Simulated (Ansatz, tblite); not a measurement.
**The cluster Si4Se4+: rung by rung**

Aim: run the doublet of the cluster Si4Se4+ at one geometry on many levels, and compare frontier levels, spin and run time.

Computed with Ansatz 0.2.0, Gaussian basis. Level: as each input shows.

Levels to be run: GFN1-xTB, GFN2-xTB, PBE-D4/def2-TZVP, r2SCAN-D4/def2-TZVP, BLYP-D4/def2-TZVP, LC-ωPBE/def2-TZVP, PBE-D4/def2-SVP, PBE0-D4/def2-SVP, HF/6-31G, B3LYP-D4/6-31G, MP2/def2-SVP, RPA/def2-SVP.

2 further runs of the same task are left out: 2 set aside as unsound or not needed. Runs told in other sessions of the task aren't counted.

**1. The geometry**

The geometry is that of the doublet, from an earlier relaxation (PBE-D4/def2-SVP). At that level it is the lowest of the isomers that a small search found.

8 atoms, charge 1, spin multiplicity 2.

Bond lengths: Si1–Si3 2.504 Å, Si1–Se6 2.336 Å, Si1–Se7 2.404 Å, Si2–Se5 2.566 Å, Si2–Se6 2.299 Å, Si2–Se7 2.428 Å, Si3–Se5 2.353 Å, Si3–Se8 2.266 Å, Si4–Se5 2.510 Å, Si4–Se7 2.673 Å, Si4–Se8 2.368 Å. Angles: Si3–Si1–Se6 100.7°, Si3–Si1–Se7 89.9°, Se6–Si1–Se7 97.0°, Se5–Si2–Se6 110.8°, Se5–Si2–Se7 96.0°, Se6–Si2–Se7 97.3°, Si1–Si3–Se5 105.7°, Si1–Si3–Se8 114.1°, Se5–Si3–Se8 98.4°, Se5–Si4–Se7 91.4°, Se5–Si4–Se8 91.5°, Se7–Si4–Se8 106.4°, Si2–Se5–Si3 87.4°, Si2–Se5–Si4 84.0°, Si3–Se5–Si4 71.7°, Si1–Se6–Si2 78.1°, Si1–Se7–Si2 74.4°, Si1–Se7–Si4 99.4° and more.

Coordinates:

```xyz
8
charge 1, multiplicity 2
Si   -0.9437   -1.0024    1.3981
Si    0.4411   -1.6145   -1.1003
Si    0.6736    0.8966    1.1835
Si   -0.3819    1.6731   -1.3493
Se    1.8041    0.5449   -0.8496
Se    0.4375   -2.8090    0.8646
Se   -1.7357   -0.5726   -0.8311
Se   -0.2950    2.8837    0.6841
```

The ion is computed in the gas phase, without counter-ions or solvent.

PBE0-D4/def2-TZVP was run before; its log isn't repeated, and its numbers join the tables.

**2. GFN1-xTB**

Tight binding, by tblite at 300 K electronic temperature and without a spin-polarisation term:

```python
tblite.interface.Calculator('GFN1-xTB', numbers, positions, charge=1, uhf=1).singlepoint()
```

Energy -555.9005 eV; 0.025 s.

**3. GFN2-xTB**

Tight binding, by tblite at 300 K electronic temperature and without a spin-polarisation term:

```python
tblite.interface.Calculator('GFN2-xTB', numbers, positions, charge=1, uhf=1).singlepoint()
```

Energy -524.9091 eV; 0.035 s.

**4. PBE-D4/def2-TZVP**

start.molden holds the orbitals of an earlier run on this state, given as this run's starting guess.

in.yaml

```yaml
crystal:
  periodic: [false, false, false]
  atoms:
    - {symbol: Si, position_ang: [-0.943727, -1.002367, 1.398126]}
    - {symbol: Si, position_ang: [0.441079, -1.614514, -1.100297]}
    - {symbol: Si, position_ang: [0.673649, 0.896629, 1.183534]}
    - {symbol: Si, position_ang: [-0.381879, 1.673106, -1.349328]}
    - {symbol: Se, position_ang: [1.804120, 0.544924, -0.849595]}
    - {symbol: Se, position_ang: [0.437480, -2.808975, 0.864582]}
    - {symbol: Se, position_ang: [-1.735715, -0.572552, -0.831121]}
    - {symbol: Se, position_ang: [-0.294997, 2.883749, 0.684099]}
basis:
  gaussian: {orbitals: def2-TZVP, initial_orbitals: start.molden}
total_charge: 1
magnetization: {spin_polarized: true, initial_magnetization: 1}
hamiltonian: {xc: pbe, dispersion: d4}
scf: {omitted_lower_state_checks: [starts]}
output: {orbitals: {seedname: orbitals}}
```

The run is started by

```console
ansatz run in.yaml --threads 4 --pin off --events-out ev --progress --plain --max-ram 6963MiB
```

What it wrote:

```text
Functional definition: PBE
  name "PBE"
  cite "Perdew, Burke & Ernzerhof, Phys. Rev. Lett. 77, 3865 (1996) doi:10.1103/PhysRevLett.77.3865"
  parent pbe
  parameter kappa = 0.804
  parameter beta = 0.06672455060314922
  exchange = pbe_x(kappa = kappa, mu = beta*pi^2/3)
  correlation = pbe_c(beta = beta)
these checks for a lower state are left out or cut short: starts
2556 factors; their error is unknown
mean field evaluation 1: about -292852.7025 eV, gradient 1.4e1 eV
mean field evaluation 2: about -292852.9606 eV, gradient 4.0e-1 eV
mean field evaluation 4: about -292852.8354 eV, gradient 1.2e-1 eV
mean field evaluation 8: about -292852.8354 eV, gradient 2.3e-5 eV
mean field -292852.83538888 eV, -10762.1431977600 hartree, gradient 2.3e-5 eV, S^2 0.758250; 0 other end points of the search recorded, 0 dependent functions left out
reference -292852.83543136 eV, -10762.1431993210 hartree; 96, 95 occupied and 244, 245 virtual orbitals, 2556 factors
Total energy: -292853.80274533 eV, -10762.1787474539 hartree
Checks for a lower state left out: starts
```

Wall time 37 s (4 threads of Arm Neoverse N1, shared host); peak memory 1.1 GiB.

HOMO -9.48 eV, LUMO -9.04 eV (over both spins); ⟨S²⟩ 0.758 (pure: 0.75).

**5. r2SCAN-D4/def2-TZVP**

in.yaml: that of step 4 with these lines changed.

```diff
@@ -15,3 +15,3 @@
 magnetization: {spin_polarized: true, initial_magnetization: 1}
-hamiltonian: {xc: pbe, dispersion: d4}
+hamiltonian: {xc: r2scan, dispersion: d4}
 scf: {omitted_lower_state_checks: [starts]}
```

Same command.

What it wrote:

```text
Functional definition: r2SCAN
  name "r2SCAN"
  cite "Furness, Kaplan, Ning, Perdew & Sun, J. Phys. Chem. Lett. 11, 8208 (2020) doi:10.1021/acs.jpclett.0c02405"
  cite "Furness, Kaplan, Ning, Perdew & Sun, J. Phys. Chem. Lett. 11, 9248 (2020) doi:10.1021/acs.jpclett.0c03077"
  parent r2scan
  parameter k0 = 0.174
  parameter k1 = 0.065
  parameter a1 = 4.9479
  exchange = r2scan_x(k0 = k0, k1 = k1, a1 = a1)
  correlation = r2scan_c
these checks for a lower state are left out or cut short: starts
2556 factors; their error is unknown
mean field evaluation 1: about -292903.2058 eV, gradient 1.0e1 eV
mean field evaluation 2: about -292903.3292 eV, gradient 2.1e-1 eV
mean field evaluation 4: about -292903.1935 eV, gradient 6.5e-3 eV
mean field evaluation 8: about -292903.1935 eV, gradient 2.6e-5 eV
mean field -292903.19348304 eV, -10763.9938235865 hartree, gradient 2.6e-5 eV, S^2 0.776412; 0 other end points of the search recorded, 0 dependent functions left out
reference -292903.19349960 eV, -10763.9938241951 hartree; 96, 95 occupied and 244, 245 virtual orbitals, 2556 factors
Total energy: -292903.39201942 eV, -10764.0011196638 hartree
Checks for a lower state left out: starts
```

Run time: 1.8 min. Hardware: 4 threads of Arm Neoverse N1, shared host; peak memory 1.2 GiB.

HOMO -9.73 eV, LUMO -9.02 eV (over both spins); ⟨S²⟩ 0.776 (pure: 0.75).

**6. BLYP-D4/def2-TZVP**

in.yaml: that of step 5 with these lines changed.

```diff
@@ -15,4 +15,4 @@
 magnetization: {spin_polarized: true, initial_magnetization: 1}
-hamiltonian: {xc: r2scan, dispersion: d4}
+hamiltonian: {xc: {name: BLYP}, dispersion: d4}
 scf: {omitted_lower_state_checks: [starts]}
-output: {orbitals: {seedname: orbitals}}
+output: {forces: true, orbitals: {seedname: orbitals}}
```

Same command.

What it wrote, cut to the lines that bear on the results:

```text
Functional definition: BLYP
  name "BLYP"
  cite "Becke, Phys. Rev. A 38, 3098 (1988) doi:10.1103/PhysRevA.38.3098"
  cite "Lee, Yang & Parr, Phys. Rev. B 37, 785 (1988) doi:10.1103/PhysRevB.37.785"
[...]
2556 factors; their error is unknown
[...]
mean field -292911.04750595 eV, -10764.2824536048 hartree, gradient 2.2e-5 eV, S^2 0.755863; 0 other end points of the search recorded, 0 dependent functions left out
[...]
reference -292911.04788081 eV, -10764.2824673807 hartree; 96, 95 occupied and 244, 245 virtual orbitals, 2556 factors
Total energy: -292913.06028687 eV, -10764.3564219392 hartree
Atom 0 at    -0.943727    -1.002367     1.398126 Å, force    -0.145960    -0.019072     0.196417 eV/Å
Atom 1 at     0.441079    -1.614514    -1.100297 Å, force     0.079736    -0.118868    -0.234773 eV/Å
Atom 2 at     0.673649     0.896629     1.183534 Å, force     0.138628     0.033514     0.252267 eV/Å
Atom 3 at    -0.381879     1.673106    -1.349328 Å, force    -0.093002     0.118886    -0.279117 eV/Å
Atom 4 at     1.804120     0.544924    -0.849595 Å, force     0.160552    -0.020875    -0.049917 eV/Å
Atom 5 at     0.437480    -2.808975     0.864582 Å, force     0.073048    -0.149673     0.084746 eV/Å
Atom 6 at    -1.735715    -0.572552    -0.831121 Å, force    -0.160203    -0.010042    -0.066542 eV/Å
Atom 7 at    -0.294997     2.883749     0.684099 Å, force    -0.052799     0.166130     0.096920 eV/Å
Dipole moment:     0.019337     0.049752    -0.048447 e Å
Checks for a lower state left out: starts
```

Run time: 39 s. Hardware: 4 threads of Arm Neoverse N1, shared host; peak memory 1.1 GiB.

HOMO -9.28 eV, LUMO -8.89 eV (over both spins); ⟨S²⟩ 0.756 (pure: 0.75).

**7. LC-ωPBE/def2-TZVP**

in.yaml: that of step 6 with these lines changed.

```diff
@@ -15,4 +15,4 @@
 magnetization: {spin_polarized: true, initial_magnetization: 1}
-hamiltonian: {xc: {name: BLYP}, dispersion: d4}
+hamiltonian: {xc: {name: LC-wPBE}}
 scf: {omitted_lower_state_checks: [starts]}
-output: {forces: true, orbitals: {seedname: orbitals}}
+output: {orbitals: {seedname: orbitals}}
```

Launched as before.

What it wrote, cut to the lines that bear on the results:

```text
Functional definition: LC-wPBE
  name "LC-wPBE"
  cite "Vydrov & Scuseria, J. Chem. Phys. 125, 234109 (2006) doi:10.1063/1.2409292"
  cite "Heyd & Scuseria, J. Chem. Phys. 120, 7274 (2004) doi:10.1063/1.1668634"
  cite "Ernzerhof & Perdew, J. Chem. Phys. 109, 3313 (1998) doi:10.1063/1.476928"
  cite "Perdew, Burke & Ernzerhof, Phys. Rev. Lett. 77, 3865 (1996) doi:10.1103/PhysRevLett.77.3865"
  parent pbe
[...]
2556 factors; their error is unknown
688 factors; integrals over basis functions are off by at most 2.4e-5 eV
[...]
mean field -292858.57336731 eV, -10762.3540645778 hartree, gradient 1.4e-5 eV, S^2 1.027511; 0 other end points of the search recorded, 0 dependent functions left out
reference -292858.57336731 eV, -10762.3540645781 hartree; 96, 95 occupied and 244, 245 virtual orbitals, 2556 factors
Total energy: -292858.57336731 eV, -10762.3540645781 hartree
Checks for a lower state left out: starts
```

It took 2.5 min on 4 threads of Arm Neoverse N1, shared host; peak memory 3.1 GiB.

HOMO -12.31 eV, LUMO -6.66 eV (over both spins); ⟨S²⟩ 1.028 (pure: 0.75). Doubts: spin contamination.

**8. PBE-D4/def2-SVP**

in.yaml: that of step 7 with these lines changed.

```diff
@@ -12,6 +12,6 @@
 basis:
-  gaussian: {orbitals: def2-TZVP, initial_orbitals: start.molden}
+  gaussian: {orbitals: def2-SVP, initial_orbitals: start.molden}
 total_charge: 1
 magnetization: {spin_polarized: true, initial_magnetization: 1}
-hamiltonian: {xc: {name: LC-wPBE}}
+hamiltonian: {xc: pbe, dispersion: d4}
 scf: {omitted_lower_state_checks: [starts]}
```

Launched as before.

What it wrote:

```text
Functional definition: PBE
  name "PBE"
  cite "Perdew, Burke & Ernzerhof, Phys. Rev. Lett. 77, 3865 (1996) doi:10.1103/PhysRevLett.77.3865"
  parent pbe
  parameter kappa = 0.804
  parameter beta = 0.06672455060314922
  exchange = pbe_x(kappa = kappa, mu = beta*pi^2/3)
  correlation = pbe_c(beta = beta)
these checks for a lower state are left out or cut short: starts
2168 factors; their error is unknown
mean field evaluation 1: about -292809.7858 eV, gradient 1.2e1 eV
mean field evaluation 2: about -292810.1722 eV, gradient 4.4e-1 eV
mean field evaluation 4: about -292809.6986 eV, gradient 1.0e-1 eV
mean field evaluation 8: about -292809.6986 eV, gradient 1.7e-5 eV
mean field -292809.69864209 eV, -10760.5579515545 hartree, gradient 1.7e-5 eV, S^2 0.757572; 0 other end points of the search recorded, 0 dependent functions left out
reference -292809.69867793 eV, -10760.5579528716 hartree; 96, 95 occupied and 104, 105 virtual orbitals, 2168 factors
Total energy: -292810.66599190 eV, -10760.5935010044 hartree
Checks for a lower state left out: starts
```

Wall time 17 s (4 threads of Arm Neoverse N1, shared host).

Report: HOMO -9.60 eV, LUMO -9.17 eV (over both spins); ⟨S²⟩ 0.758 (pure: 0.75).

**9. PBE0-D4/def2-SVP**

in.yaml: that of step 8 with these lines changed.

```diff
@@ -15,3 +15,3 @@
 magnetization: {spin_polarized: true, initial_magnetization: 1}
-hamiltonian: {xc: pbe, dispersion: d4}
+hamiltonian: {xc: pbe0, dispersion: d4}
 scf: {omitted_lower_state_checks: [starts]}
```

Same command.

What it wrote:

```text
Functional definition: PBE0
  name "PBE0"
  cite "Adamo & Barone, J. Chem. Phys. 110, 6158 (1999) doi:10.1063/1.478522"
  cite "Perdew, Burke & Ernzerhof, Phys. Rev. Lett. 77, 3865 (1996) doi:10.1103/PhysRevLett.77.3865"
  parent pbe
  parameter a = 0.25
  parameter kappa = 0.804
  parameter beta = 0.06672455060314922
  exchange = (1 - a)*pbe_x(kappa = kappa, mu = beta*pi^2/3) + a*exact_x
  correlation = pbe_c(beta = beta)
these checks for a lower state are left out or cut short: starts
1892 factors; integrals over basis functions are off by at most 8.3e-4 eV
mean field evaluation 1: about -292819.8347 eV, gradient 7.1e0 eV
mean field evaluation 2: about -292820.0091 eV, gradient 1.8e-1 eV
mean field evaluation 4: about -292820.0344 eV, gradient 1.2e-3 eV
mean field -292820.03443296 eV, -10760.9377848634 hartree, gradient 2.7e-5 eV, S^2 0.776951; 0 other end points of the search recorded, 0 dependent functions left out
reference -292820.03445972 eV, -10760.9377858468 hartree; 96, 95 occupied and 104, 105 virtual orbitals, 1892 factors
Total energy: -292820.87572462 eV, -10760.9687017617 hartree
Checks for a lower state left out: starts
```

It took 41 s on 4 threads of Arm Neoverse N1, shared host; peak memory 1.3 GiB.

HOMO -10.48 eV, LUMO -8.67 eV (over both spins); ⟨S²⟩ 0.777 (pure: 0.75).

**10. HF/6-31G**

in.yaml: that of step 9 with these lines changed.

```diff
@@ -12,6 +12,6 @@
 basis:
-  gaussian: {orbitals: def2-SVP, initial_orbitals: start.molden}
+  gaussian: {orbitals: 6-31G}
 total_charge: 1
 magnetization: {spin_polarized: true, initial_magnetization: 1}
-hamiltonian: {xc: pbe0, dispersion: d4}
+hamiltonian: {xc: hf}
 scf: {omitted_lower_state_checks: [starts]}
```

Same command.

What it wrote:

```text
Functional definition: HF
  name "HF"
  cite "Fock, Z. Phys. 61, 126 (1930) doi:10.1007/BF01340294"
  parent pbe
  exchange = exact_x
  correlation = 0
these checks for a lower state are left out or cut short: starts
1569 factors; integrals over basis functions are off by at most 1.9e-4 eV
mean field evaluation 1: about -292607.0246 eV, gradient 1.7e1 eV
mean field evaluation 2: about -292607.1848 eV, gradient 1.7e1 eV
mean field evaluation 4: about -292609.7809 eV, gradient 2.2e0 eV
mean field evaluation 8: about -292609.9614 eV, gradient 6.2e-1 eV
mean field evaluation 16: about -292610.4650 eV, gradient 9.4e-2 eV
mean field -292610.46530919 eV, -10753.2362616157 hartree, gradient 2.8e-5 eV, S^2 1.588692; 0 other end points of the search recorded, 0 dependent functions left out
reference -292610.46530919 eV, -10753.2362616157 hartree; 96, 95 occupied and 72, 73 virtual orbitals, 1569 factors
Total energy: -292610.46530919 eV, -10753.2362616157 hartree
Checks for a lower state left out: starts
```

Wall time 22 s (4 threads of Arm Neoverse N1, shared host); peak memory 1.2 GiB.

From the report: HOMO -12.23 eV, LUMO -5.87 eV (over both spins); ⟨S²⟩ 1.589 (pure: 0.75). Doubts: spin contamination.

**11. B3LYP-D4/6-31G**

in.yaml: that of step 10 with these lines changed.

```diff
@@ -15,3 +15,3 @@
 magnetization: {spin_polarized: true, initial_magnetization: 1}
-hamiltonian: {xc: hf}
+hamiltonian: {xc: {name: B3LYP}, dispersion: d4}
 scf: {omitted_lower_state_checks: [starts]}
```

The command is unchanged.

What it wrote, cut to the lines that bear on the results:

```text
Functional definition: B3LYP
  name "B3LYP"
  cite "Stephens, Devlin, Chabalowski & Frisch, J. Phys. Chem. 98, 11623 (1994) doi:10.1021/j100096a001"
  cite "Becke, Phys. Rev. A 38, 3098 (1988) doi:10.1103/PhysRevA.38.3098"
  cite "Lee, Yang & Parr, Phys. Rev. B 37, 785 (1988) doi:10.1103/PhysRevB.37.785"
  cite "Vosko, Wilk & Nusair, Can. J. Phys. 58, 1200 (1980) doi:10.1139/p80-159"
[...]
1569 factors; integrals over basis functions are off by at most 1.9e-4 eV
[...]
mean field -292864.56463222 eV, -10762.5742395025 hartree, gradient 1.7e-5 eV, S^2 0.762978; 0 other end points of the search recorded, 0 dependent functions left out
reference -292864.56491174 eV, -10762.5742497747 hartree; 96, 95 occupied and 72, 73 virtual orbitals, 1569 factors
Total energy: -292866.18913862 eV, -10762.6339390113 hartree
Checks for a lower state left out: starts
```

It took 29 s on 4 threads of Arm Neoverse N1, shared host; peak memory 1.1 GiB.

HOMO -10.46 eV, LUMO -9.07 eV (over both spins); ⟨S²⟩ 0.763 (pure: 0.75).

**12. MP2/def2-SVP**

in.yaml: that of step 11 with these lines changed.

```diff
@@ -12,6 +12,6 @@
 basis:
-  gaussian: {orbitals: 6-31G}
+  gaussian: {orbitals: def2-SVP, initial_orbitals: start.molden}
 total_charge: 1
 magnetization: {spin_polarized: true, initial_magnetization: 1}
-hamiltonian: {xc: {name: B3LYP}, dispersion: d4}
+correlation: {method: mp2}
 scf: {omitted_lower_state_checks: [starts]}
```

The command is unchanged.

What it wrote:

```text
Functional definition: HF
  name "HF"
  cite "Fock, Z. Phys. 61, 126 (1930) doi:10.1007/BF01340294"
  parent pbe
  exchange = exact_x
  correlation = 0
these checks for a lower state are left out or cut short: starts
1892 factors; integrals over basis functions are off by at most 8.3e-4 eV
mean field evaluation 1: about -292612.7280 eV, gradient 2.1e1 eV
mean field evaluation 2: about -292614.3845 eV, gradient 1.7e0 eV
mean field evaluation 4: about -292614.8008 eV, gradient 1.4e0 eV
mean field evaluation 8: about -292614.9595 eV, gradient 5.3e-3 eV
mean field -292614.95954246 eV, -10753.4014216419 hartree, gradient 2.4e-6 eV, S^2 1.553002; 0 other end points of the search recorded, 0 dependent functions left out
56 core orbitals not correlated: weight in the atoms' cores, before any rotation towards them, 1.000 or more for the frozen orbitals, at most 0.000 for the correlated occupied ones
reference -292614.95954246 eV, -10753.4014216419 hartree; 40, 39 occupied and 104, 105 virtual orbitals, 1892 factors
second order -34.03973839 eV of doubles, -0.00000000 eV of singles
Total energy: -292648.99928085 eV, -10754.6523589549 hartree
Checks for a lower state left out: starts
```

Wall time 55 s (4 threads of Arm Neoverse N1, shared host); peak memory 1.3 GiB.

Report: Hartree-Fock HOMO -11.98 eV, LUMO -5.40 eV (over both spins); ⟨S²⟩ 1.553 (pure: 0.75). Doubts: spin contamination.

**13. RPA/def2-SVP**

in.yaml: that of step 12 with these lines changed.

```diff
@@ -15,4 +15,4 @@
 magnetization: {spin_polarized: true, initial_magnetization: 1}
-correlation: {method: mp2}
+hamiltonian: {xc: pbe}
+correlation: {method: rpa}
 scf: {omitted_lower_state_checks: [starts]}
-output: {orbitals: {seedname: orbitals}}
```

The command is unchanged.

What it wrote, cut to the lines that bear on the results:

```text
Functional definition: PBE
  name "PBE"
  cite "Perdew, Burke & Ernzerhof, Phys. Rev. Lett. 77, 3865 (1996) doi:10.1103/PhysRevLett.77.3865"
  parent pbe
[...]
1892 factors; integrals over basis functions are off by at most 8.3e-4 eV
[...]
mean field -292809.69857612 eV, -10760.5579491301 hartree, gradient 2.0e-6 eV, S^2 0.757572; 0 other end points of the search recorded, 0 dependent functions left out
56 core orbitals not correlated: weight in the atoms' cores, before any rotation towards them, 1.000 or more for the frozen orbitals, at most 0.000 for the correlated occupied ones
reference -292611.64589266 eV, -10753.2796472579 hartree; 40, 39 occupied and 104, 105 virtual orbitals, 1892 factors
Total energy: -292663.72357515 eV, -10755.1934667900 hartree
Checks for a lower state left out: starts
```

Wall time 34 s (4 threads of Arm Neoverse N1, shared host); peak memory 0.82 GiB.

Report: ⟨S²⟩ 0.758 (pure: 0.75).

**14. Comparison**

| level | functions | HOMO (eV) | LUMO (eV) | gap (eV) | ⟨S²⟩ | time |
| --- | --- | --- | --- | --- | --- | --- |
| HF/6-31G | 168 | -12.23 | -5.87 | 6.37 | 1.589 | 22 s |
| PBE-D4/def2-SVP | 200 | -9.60 | -9.17 | 0.43 | 0.758 | 17 s |
| PBE-D4/def2-TZVP | 340 | -9.48 | -9.04 | 0.44 | 0.758 | 37 s |
| BLYP-D4/def2-TZVP | 340 | -9.28 | -8.89 | 0.39 | 0.756 | 39 s |
| r2SCAN-D4/def2-TZVP | 340 | -9.73 | -9.02 | 0.72 | 0.776 | 1.8 min |
| B3LYP-D4/6-31G | 168 | -10.46 | -9.07 | 1.39 | 0.763 | 29 s |
| PBE0-D4/def2-SVP | 200 | -10.48 | -8.67 | 1.81 | 0.777 | 41 s |
| PBE0-D4/def2-TZVP | 340 | -10.32 | -8.49 | 1.83 | 0.778 | 2.2 min |
| LC-ωPBE/def2-TZVP | 340 | -12.31 | -6.66 | 5.66 | 1.028 | 2.5 min |

The pieces so far (eV):

| basis | HF | MP2 correlation | total |
| --- | --- | --- | --- |
| def2-SVP | -292614.9595 | -34.0397 | -292648.9993 (MP2) |

**15. Summary of results**

```
                                                  quantity                                 value
 gap in def2-TZVP, named functionals, smallest and largest  0.39 eV (BLYP-D4), 5.66 eV (LC-ωPBE)
                          correlation energy, MP2/def2-SVP                             -34.04 eV
⟨S²⟩ in def2-TZVP, named functionals, smallest and largest                          0.756, 1.028
           PBE0 total energy, smallest basis above largest        43.16 eV (def2-SVP, def2-TZVP)
```

What this shows: Orbital gaps of the named functionals in def2-TZVP span 0.39 eV (BLYP-D4) to 5.66 eV (LC-ωPBE); exact exchange widens it. Over the named functionals in def2-TZVP spin contamination reaches 0.28 (LC-ωPBE).

The slowest run with a step of its own, LC-ωPBE/def2-TZVP, took 2.5 min; the quickest functional in def2-TZVP took 37 s (shared host).
